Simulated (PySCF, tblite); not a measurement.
# C₄H₇FN₂: geometry, infrared bands and NMR shifts

Wanted: the infrared bands and NMR shifts of C₄H₇FN₂ (`CN1C[C@H](F)C=N1`), by calculation.

The runs use tblite 0.8.0 and PySCF 2.14.0, with density-fitted response routines of our own; the level of theory stands in each step. All values are computed, except where a source is named. Atoms are numbered from 0 throughout.

## Step 1: The molecule as given

14 atoms, charge 0, multiplicity 1; geometry from: force field or distance geometry start.

Bonds of the start (Å): C0–N1 1.46, N1–C2 1.44, C2–C3 1.52, C3–F4 1.34, C3–C5 1.50, C5–N6 1.30, N6–N1 1.36, C0–H7 1.10, C0–H8 1.09, C0–H9 1.08, C2–H10 1.09, C2–H11 1.09, C3–H12 1.10, C5–H13 1.09.

## Step 2: Geometry optimisation with GFN2-xTB

The job: settings as JSON, then the geometry in Å.

```
{"job": {"kind": "relax", "xc": "GFN2-xTB", "basis": "xTB"}, "charge": 0, "multiplicity": 1}
C      2.029000    -0.099100     0.429100
N      0.576800    -0.123400     0.339600
C     -0.132700    -0.147600    -0.910000
C     -1.593800     0.000600    -0.503600
F     -2.189300     1.028600    -1.131300
C     -1.414800     0.255200     0.964700
N     -0.198000     0.185500     1.417400
H      2.378900     0.887000     0.098200
H      2.340000    -0.272700     1.463800
H      2.426400    -0.882400    -0.206000
H      0.052700    -1.092500    -1.425600
H      0.185700     0.691600    -1.531400
H     -2.188300    -0.911800    -0.641200
H     -2.273400     0.480500     1.599200
```

Launch:

```sh
$ OMP_NUM_THREADS=1 python probes_run.py task.json out
```

One launch serves the whole session: the jobs run in the order shown.

Log:

```text
step      E/eV     max force
  0    -617.03566    2.717
  1    -617.17477    0.882
  2    -617.18896    0.532
  3    -617.20050    0.295
  4    -617.21243    0.283
  5    -617.21778    0.249
  6    -617.22157    0.162
  7    -617.22376    0.131
  8    -617.22611    0.134
  9    -617.22808    0.129
 10    -617.22963    0.093
 11    -617.23092    0.109
 12    -617.23246    0.133
 13    -617.23439    0.150
 14    -617.23645    0.119
 15    -617.23838    0.112
 16    -617.24052    0.120
 17    -617.24318    0.189
 18    -617.24583    0.182
 19    -617.24764    0.094
 20    -617.24852    0.075
 21    -617.24906    0.077
 22    -617.24963    0.075
 23    -617.25027    0.071
 24    -617.25091    0.073
 25    -617.25152    0.063
 26    -617.25211    0.073
 27    -617.25265    0.062
 28    -617.25310    0.062
 29    -617.25346    0.054
 30    -617.25381    0.045
 31    -617.25418    0.043
 32    -617.25453    0.043
 33    -617.25479    0.040
 34    -617.25498    0.044
 35    -617.25515    0.044
 36    -617.25530    0.041
 37    -617.25544    0.039
 38    -617.25557    0.035
 39    -617.25572    0.035
 40    -617.25588    0.031
 41    -617.25602    0.033
 42    -617.25613    0.028
 43    -617.25622    0.025
 44    -617.25632    0.029
 45    -617.25645    0.041
 46    -617.25664    0.050
 47    -617.25688    0.049
 48    -617.25715    0.041
 49    -617.25738    0.033
 50    -617.25750    0.022
 51    -617.25754    0.013
 52    -617.25756    0.009
```

Run time: 0.25 s. Hardware: 1 thread of Arm Neoverse V1, shared host.

Along the way: (not every step is listed)

| step | energy from step 0 (eV) | largest force (eV/Å) |
| --- | --- | --- |
| 0 | 0.0000 | 2.7171 |
| 1 | -0.1391 | 0.8818 |
| 2 | -0.1533 | 0.5321 |
| 3 | -0.1648 | 0.2948 |
| 4 | -0.1768 | 0.2826 |
| 5 | -0.1821 | 0.2494 |
| 6 | -0.1859 | 0.1616 |
| 7 | -0.1881 | 0.1309 |
| 8 | -0.1904 | 0.1335 |
| 11 | -0.1953 | 0.1091 |
| 14 | -0.2008 | 0.1188 |
| 17 | -0.2075 | 0.1892 |
| 20 | -0.2129 | 0.0750 |
| 23 | -0.2146 | 0.0711 |
| 26 | -0.2165 | 0.0726 |
| 29 | -0.2178 | 0.0545 |
| 32 | -0.2189 | 0.0430 |
| 35 | -0.2195 | 0.0440 |
| 38 | -0.2199 | 0.0351 |
| 41 | -0.2204 | 0.0329 |
| 44 | -0.2207 | 0.0291 |
| 47 | -0.2212 | 0.0486 |
| 48 | -0.2215 | 0.0410 |
| 49 | -0.2217 | 0.0326 |
| 50 | -0.2218 | 0.0225 |
| 51 | -0.2219 | 0.0126 |
| 52 | -0.2219 | 0.0091 |

Close pairs (by a distance rule), those that changed most:

| bond | before (Å) | after (Å) | change (Å) |
| --- | --- | --- | --- |
| C3–F4 | 1.344 | 1.386 | +0.042 |
| N1–C2 | 1.437 | 1.466 | +0.028 |
| C5–N6 | 1.300 | 1.273 | -0.027 |
| N1–N6 | 1.363 | 1.337 | -0.026 |
| C5–H13 | 1.091 | 1.070 | -0.021 |
| C0–N1 | 1.455 | 1.436 | -0.019 |
| C3–C5 | 1.501 | 1.512 | +0.011 |
| C2–C3 | 1.524 | 1.533 | +0.010 |

The end geometry stands in the next job.

## Step 3: Harmonic vibrations with GFN2-xTB

The job: settings as JSON, then the geometry in Å.

```
{"job": {"kind": "ir", "xc": "GFN2-xTB", "basis": "xTB"}, "charge": 0, "multiplicity": 1}
C      1.984499    -0.046162     0.428353
N      0.581065    -0.342704     0.364647
C     -0.129594    -0.253623    -0.914114
C     -1.575637     0.030708    -0.490891
F     -2.075514     1.167590    -1.106051
C     -1.398979     0.227818     0.997418
N     -0.195924     0.055253     1.376885
H      2.213453     0.958302     0.050574
H      2.292109    -0.112388     1.469074
H      2.535042    -0.780156    -0.160730
H     -0.019965    -1.188635    -1.464971
H      0.254681     0.573976    -1.521805
H     -2.279643    -0.770380    -0.742923
H     -2.186269     0.479929     1.677432
```

Log:

```text
mode    cm-1     km/mol
  1      94.1      2.96
  2     156.1      4.51
  3     207.0     17.69
  4     299.1      0.16
  5     350.9      7.28
  6     407.6     12.37
  7     558.9      3.58
  8     641.8      0.73
  9     744.2      9.38
 10     787.3     20.52
 11     889.9     26.48
 12     895.7     23.27
 13     972.3      0.62
 14    1012.1     12.20
 15    1046.9     31.87
 16    1067.3     58.17
 17    1104.4     12.98
 18    1140.7     18.63
 19    1162.5     10.10
 20    1200.3     14.13
 21    1230.6     40.52
 22    1246.4      2.73
 23    1280.3     44.86
 24    1352.7     47.46
 25    1398.4      0.71
 26    1453.3      7.44
 27    1463.9      8.37
 28    1480.9      2.45
 29    1642.8     89.59
 30    2904.7     56.54
 31    2916.3     20.45
 32    2924.4     43.83
 33    2982.1     24.89
 34    3001.1     32.04
 35    3050.9      8.15
 36    3184.7      4.91
```

Wall time 0.32 s (1 thread of Arm Neoverse V1, shared host).

The strongest bands and the atoms that carry them (share of the mass-weighted mode):

```
cm⁻¹  km/mol                       atoms
1067    58.2  C3 30 %, H12 21 %, C2 18 %
1231    40.5  H10 22 %, C2 16 %, N1 13 %
1280    44.9           H12 70 %, C3 14 %
1353    47.5           N1 43 %, H11 12 %
1643    89.6            C5 51 %, N6 46 %
2905    56.5                     H7 92 %
2924    43.8          H11 76 %, H12 15 %
3001    32.0                     H9 92 %
```

## Step 4: Shielding tensors: PBE0/pcSseg-1

Settings changed since step 3:

```diff
@@ -1,2 +1,2 @@
-{"job": {"kind": "ir", "xc": "GFN2-xTB", "basis": "xTB"}, "charge": 0, "multiplicity": 1}
+{"job": {"kind": "nmr", "xc": "PBE0", "basis": "pcSseg-1"}, "charge": 0, "multiplicity": 1}
 C      1.984499    -0.046162     0.428353
```

Level: GIAO PBE0/pcSseg-1 NMR shielding, non-relativistic, gas phase.

Log:

```text
coarse grid: 11896 points
cycle   1  E = -365.3957053795  dE =  1.079e+00  |g| = 5.033e-01  |ddm| = 3.323e+00
cycle   2  E = -365.3685107133  dE =  2.719e-02  |g| = 6.896e-01  |ddm| = 8.193e-01
cycle   3  E = -365.4407767224  dE = -7.227e-02  |g| = 6.651e-02  |ddm| = 4.733e-01
cycle   4  E = -365.4414915472  dE = -7.148e-04  |g| = 2.973e-02  |ddm| = 7.917e-02
cycle   5  E = -365.4416684762  dE = -1.769e-04  |g| = 1.275e-02  |ddm| = 3.440e-02
cycle   6  E = -365.4417012978  dE = -3.282e-05  |g| = 4.778e-03  |ddm| = 1.302e-02
cycle   7  E = -365.4417062732  dE = -4.975e-06  |g| = 7.083e-04  |ddm| = 3.452e-03
final grid: 116024 points
cycle   8  E = -365.4877133161  dE = -3.527e-05  |g| = 7.470e-03  |ddm| = 2.876e-02
cycle   9  E = -365.4877069239  dE =  6.392e-06  |g| = 9.521e-03  |ddm| = 1.408e-02
cycle  10  E = -365.4877263205  dE = -1.940e-05  |g| = 1.844e-03  |ddm| = 8.102e-03
cycle  11  E = -365.4877269976  dE = -6.771e-07  |g| = 4.125e-04  |ddm| = 1.611e-03
cycle  12  E = -365.4877270286  dE = -3.107e-08  |g| = 1.749e-04  |ddm| = 3.901e-04
cycle  13  E = -365.4877270339  dE = -5.283e-09  |g| = 2.354e-05  |ddm| = 1.188e-04
cycle  14  E = -365.4877270340  dE = -1.060e-10  |g| = 8.490e-06  |ddm| = 2.256e-05
converged SCF energy = -365.4877270340

GIAO shielding tensors (ppm)
atom      isotropic    diamagn.    paramagn.     s11        s22        s33       span
  0 C      145.038     244.857     -99.820    120.210    129.702    185.200     64.990
  1 N      124.693     327.341    -202.648     48.310     88.932    236.837    188.527
  2 C      126.141     247.236    -121.095     96.322    122.689    159.411     63.089
  3 C       86.980     247.038    -160.058     49.214     86.286    125.439     76.225
  4 F      351.424     472.680    -121.256    300.110    359.684    394.478     94.368
  5 C       54.301     253.563    -199.262    -38.991     90.802    111.093    150.084
  6 N     -142.361     322.795    -465.157   -445.053   -132.288    150.257    595.310
  7 H       29.089      29.297      -0.208     25.065     27.218     34.984      9.919
  8 H       27.952      28.683      -0.731     24.289     26.123     33.444      9.155
  9 H       28.694      29.033      -0.339     24.664     26.666     34.753     10.089
 10 H       27.977      30.199      -2.222     23.421     27.404     33.107      9.686
 11 H       28.753      30.524      -1.770     24.794     28.577     32.890      8.096
 12 H       25.642      29.327      -3.685     22.439     25.878     28.607      6.168
 13 H       25.280      30.219      -4.939     23.481     25.896     26.464      2.983
```

Run time: 22 s. Hardware: 1 thread of Arm Neoverse V1, shared host; peak memory 0.79 GiB.

Shifts follow as δ = σ(reference) − σ, with reference shieldings (ppm) from runs at the same level and on the same kind of geometry: ¹H TMS 31.72, ¹³C TMS 186.9, ¹⁹F CFCl3 170.9, ¹⁵N NH3 267.7. The references are single molecules in the gas phase, so shifts against H2O, NH3, PH3, H3PO4 or CFCl3 are not on the usual liquid scales and can be off by tens of ppm. Atoms listed in one row are averaged.

```
     atoms                                      environment  σ (ppm)  δ (ppm)  δ scaled to CDCl3
        C5                                       C=N carbon     54.3    132.6              127.5
        C3                               sp3 CH bonded to F     87.0     99.9               95.6
        C2                              sp3 CH2 bonded to N    126.1     60.8               57.4
        C0                        methyl carbon bonded to N    145.0     41.9               39.0
       H13                         hydrogen on a C=N carbon    25.28     6.44               6.17
       H12                hydrogen on an sp3 CH bonded to F    25.64     6.08               5.83
       H10               hydrogen on an sp3 CH2 bonded to N    27.98     3.74               3.63
H7, H8, H9          hydrogen on a methyl carbon bonded to N    28.58     3.14               3.06
       H11               hydrogen on an sp3 CH2 bonded to N    28.75     2.96               2.90
        N6                                   imine nitrogen   -142.4    410.1                  –
        N1  nitrogen bonded to 2 C, N, in a 5-membered ring    124.7    143.0                  –
        F4                        fluorine on an sp3 carbon    351.4   -180.5                  –
```

The scaled column applies a straight-line fit of computed shieldings to shifts measured in CDCl3, and one for carbons that bear F (root-mean-square error 0.16 ppm for H, 1.9 ppm for C).

Charges from the same density, by scheme (e):

```
atoms  Mulliken    IAO  Hirshfeld  ESP fit
   C0     -0.05  -0.31      -0.07    -0.29
   N1     -0.49  -0.10      -0.02     0.02
   C2      0.06  -0.20      -0.03     0.05
   C3      0.09   0.14       0.06     0.24
   F4     -0.33  -0.33      -0.13    -0.28
   C5      0.05  -0.12      -0.03     0.06
   N6     -0.17  -0.15      -0.10    -0.39
```

Mayer bond orders: C0–N1 0.94, N1–C2 0.87, C2–C3 1.01, C3–F4 0.87, C3–C5 0.98, C5–N6 1.77, N6–N1 1.12.

Ring of atoms N1, C2, C3, C5, N6: NICS(0) -3.7, NICS(1) -4.0, NICS(1)zz -5.5 ppm (means of both faces).

The fields below are evaluated on a grid from the run's orbitals.

Frontier orbitals at PBE0/pcSseg-1, with the share of their density that lies nearest to each atom:

```csv
orbital,energy (eV),lies on
HOMO,-6.21,N1 44 %; C5 24 %; N6 7 %
LUMO,-0.11,N6 37 %; C5 25 %; N1 8 %
```

ELF in a plane through or near 8 of the atoms.

Values, 10 rows by 14 columns:
```
0.00 0.00 0.00 0.00 0.00 0.00 0.00 0.00 0.00 0.00 0.00 0.00 0.00 0.00
0.00 0.00 0.00 0.00 0.00 0.00 0.00 0.00 0.00 0.00 0.00 0.00 0.00 0.00
0.00 0.00 0.00 0.00 0.00 0.00 0.04 0.07 0.02 0.00 0.00 0.00 0.00 0.00
0.00 0.00 0.03 0.55 0.15 0.01 0.38 0.67 0.32 0.07 0.02 0.00 0.00 0.00
0.00 0.00 0.40 0.98 0.87 0.19 0.64 0.37 0.94 0.31 0.58 0.04 0.00 0.00
0.00 0.00 0.05 0.59 0.68 0.91 0.37 0.35 0.40 0.67 0.33 0.02 0.00 0.00
0.00 0.00 0.53 1.00 0.98 0.07 0.68 0.47 0.39 0.57 0.49 0.02 0.00 0.00
0.00 0.00 0.06 0.95 0.37 0.18 0.96 0.86 0.22 0.99 0.99 0.45 0.00 0.00
0.00 0.00 0.00 0.00 0.00 0.02 0.39 0.18 0.01 0.49 0.50 0.01 0.00 0.00
0.00 0.00 0.00 0.00 0.00 0.00 0.00 0.00 0.00 0.00 0.00 0.00 0.00 0.00
```
The map spans 10.3 Å across and 9.2 Å up, centred on the molecule. Atoms in the plane (x, y in Å): C0 (-2.0, -0.2), N1 (-0.6, -0.2), C2 (0.2, 0.9), C3 (1.6, 0.3), C5 (1.3, -1.2), N6 (0.0, -1.4), H8 (-2.5, -1.2), H13 (2.0, -2.0).

log10 of the density (e/Å³) in the same plane.

Ten even steps from ' ' (-4.0) to '@' (1.7):
```
                                                        
                                                        
                        ........                        
                    ....::::::::::....                  
                ....::------------::::......            
        ..::::::::::--====++++++====------::....        
      ..::--====------++++******++++======----....      
    ..::--==++++++====++**######******++++==--::..      
    ..--==++**##****++****##%%##########**++==--::      
    ..--==++**################**####@@##**++==--::      
    ..----++**##@@####%%%%##******####**++++--::..      
    ..--==++**################**######**++==--::..      
    ..::--++**##****++**##%%@@####@@##**++==--::..      
    ..::--==++**++++++**##%%%%##########++++--::..      
      ..::--==========++**##********####++++--....      
          ..::::::::--====++++======++++====::..        
              ......::--------------------::..          
                      ..::::::::..::::::....            
                                                        
                                                        
```
The map spans 10.3 Å across and 9.2 Å up, centred on the molecule. Atoms in the plane (x, y in Å): C0 (-2.0, -0.2), N1 (-0.6, -0.2), C2 (0.2, 0.9), C3 (1.6, 0.3), C5 (1.3, -1.2), N6 (0.0, -1.4), H8 (-2.5, -1.2), H13 (2.0, -2.0).

On the surface of density 0.002 e/bohr³ the electrostatic potential runs, from the 1st to the 99th percentile, from -1.50 V near N6 to 1.01 V near H10.

## Step 5: Results

```
                                                              quantity                             value
                             strongest single infrared mode (GFN2-xTB)              1643 cm⁻¹, 90 km/mol
                                          zero-point energy (GFN2-xTB)                     69.0 kcal/mol
                                ¹³C shifts against TMS (PBE0/pcSseg-1)       132.6, 99.9, 60.8, 41.9 ppm
¹H shifts against TMS (PBE0/pcSseg-1, means over atoms taken as alike)  6.44, 6.08, 3.74, 3.14, 2.96 ppm
                                ¹⁵N shifts against NH3 (PBE0/pcSseg-1)                  410.1, 143.0 ppm
                              ¹⁹F shifts against CFCl3 (PBE0/pcSseg-1)                        -180.5 ppm
                                 surface potential, 1st and 99th percentile                -1.50 V and 1.01 V
```

What this shows: Relaxing lowered the energy by 0.222 eV in 52 steps; the close pair that moved most is C3–F4, from 1.344 to 1.386 Å. All 36 modes are real, so the xTB geometry is a minimum. The strongest single mode, at 1643 cm⁻¹, moves mainly C5 and N6. Unscaled tight-binding wavenumbers are off by several per cent, some by more. Its intensities can rank the bands wrongly. At PBE0/pcSseg-1: The widest tensor belongs to N6: span 595 ppm, with a paramagnetic part of -465 ppm.
